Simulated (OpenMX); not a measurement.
BiTe:

```
CELL_PARAMETERS angstrom
2.42271 1.39875 3.31729
-2.42271 1.39875 3.31729
0.00000 -2.79750 3.31729
ATOMIC_POSITIONS crystal
Bi 0.50000 0.50000 0.50000
Te 0.00000 0.00000 0.00000
```

The cell comes from a database or a generator and needn't be the stable form of this composition.

Base run:

| Quantity | Value |
| --- | --- |
| Program | OpenMX 3.8.5 |
| Functional | PBE |
| Dispersion | D4 |
| Potentials or basis | OpenMX 2013 PBE set, Bi8.0-s3p2d2f1, Te7.0-s3p2d2f1, grid cutoff 500 Ry |
| k mesh | 5 × 5 × 5 |
| Occupations | fermi-dirac, width 0.05 eV |
| Spin | no spin polarisation |

Its results: band gap on the k mesh none (metal or under the smearing width); pressure -0.8 GPa.

Question: After a change of settings the same cell gave: band gap on the k mesh none (metal or under the smearing width); pressure 0.1 GPa. Which change was it?
A. dispersion from D4 to D3(BJ)
B. dispersion from D4 to D3
C. dispersion from D4 to none

Answer: B.

Caveats: spin-orbit coupling is left out, which moves the levels of the heavy elements; the basis of atomic orbitals isn't converged, which shifts pressures, moduli and gaps; pairwise dispersion overbinds metals, which lowers pressure and volume.
